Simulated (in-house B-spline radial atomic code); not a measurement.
# Cs⁴⁰⁺: parity violation, electron EDM and field shifts

How strongly does Cs⁴⁰⁺ (core [Ne] 3s2 3p1/2^2) respond to a weak charge, an electron EDM and a larger nucleus? Each constant is a sum over states, at Dirac-Hartree-Fock, with RPA, and on Brueckner orbitals.

Method: Dirac-Hartree-Fock, RPA and Brueckner orbitals, sums over states, B-spline basis. Code: an in-house B-spline radial atomic code, version 1.

## 1. The atom as given

* element: caesium (Z = 55)
* charge: +40
* closed core: [Ne] 3s2 3p1/2^2
* nucleus: mass number 133, rms radius 4.804 fm
* note: closed in jj coupling only

## 2. The run and its levels

Settings of the run, as the program recorded them:

```ini
basis_form = 2
Z = 55
core_configuration = [Ne] 3s2 3p-2
rms_radius = 4.8041
mass_number = 133
speed_of_light = 137.035999084
box_radius = 1.707
lmax = 6
intervals = 55
virtual_cutoff = 6050.0
```

Started as:

```console
python run_mb.py task.json out
```

Further steps of the session: Weak-charge mixing; T-violating constants; Response to the nuclear radius.

**Question.** What will these runs give? Wanted: E1; EDM enhancement, 4s1/2; atomic EDM per C_SP and nucleon, 4s1/2; field shift, 4s1/2.

The runs gave:

| quantity | value |
| --- | --- |
| E1 (5s1/2 – 4s1/2) per unit weak charge | 0.003433 × 10⁻¹¹ e bohr |
| EDM enhancement, 4s1/2 | 81.18 |
| atomic EDM per C_SP and nucleon, 4s1/2 | -0.3890 × 10⁻²⁰ e cm |
| field shift, 4s1/2 | 383.6 GHz/fm² |

In words: For 5s1/2 – 4s1/2 core polarisation (RPA) moves the amplitude by -4.8 % and the Brueckner orbitals by a further +0.064 %. The EDM enhancement of 4s1/2 is 81.2, so in that state the EDM exceeds the electron's own. It is not the lowest valence state computed (3p3/2). These effects come from s and p1/2 electrons at the nucleus and grow steeply with Z. 3p3/2 has no density at the nucleus, so its DHF field shift is near zero; the RPA value, -58.8 GHz/fm², comes from the core's response and has the opposite sign to that of the s states. Breit, QED, the neutron skin and higher orders are left out.
